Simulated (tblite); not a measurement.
# C4H6BFO3: the cost of one run

Computed with tblite 0.8.0 and PySCF 2.14.0, with density-fitted response routines of our own, on a single molecule in the gas phase. Atoms count from 0, in the outputs and in this text.

**1. The starting structure**

15 atoms, charge 0, multiplicity 1; geometry from: force field or distance geometry start.

Bonds of the start (Å): O0–B1 1.47, B1–O2 1.48, B1–C3 1.56, C3–C4 1.33, C4–O5 1.38, O5–C6 1.41, C6–C7 1.52, C7–F8 1.36, C7–C3 1.47, O0–H9 1.01, O2–H10 0.98, C4–H11 1.10, C6–H12 1.11, C6–H13 1.12, C7–H14 1.09.

**2. Optimising the geometry with GFN2-xTB**

Job settings and geometry (Å):

```
{"job": {"kind": "relax", "xc": "GFN2-xTB", "basis": "xTB"}, "charge": 0, "multiplicity": 1}
O      2.373800     0.783100    -1.016700
B      1.710300    -0.229400    -0.191400
O      2.293700    -0.417800     1.152000
C      0.158400    -0.266400    -0.289300
C     -0.577600    -1.215700    -0.858700
O     -1.925300    -0.914800    -0.759000
C     -2.060500     0.082400     0.231200
C     -0.710200     0.771500     0.289300
F     -0.669000     1.873000    -0.511700
H      2.537400     1.589800    -0.439500
H      2.614600    -1.342900     1.189800
H     -0.233200    -2.122300    -1.376600
H     -2.853600     0.824700    -0.013900
H     -2.231500    -0.362100     1.247700
H     -0.431700     0.954900     1.324900
```

Command:

```sh
> OMP_NUM_THREADS=1 python probes_run.py task.json out
```

This one command runs all jobs of the session in turn.

**Question.** How long does this first job take on 1 thread of Arm Neoverse N1, shared host, and how much memory does it need?

About 1.3 s, with a peak of 0.18 GiB.
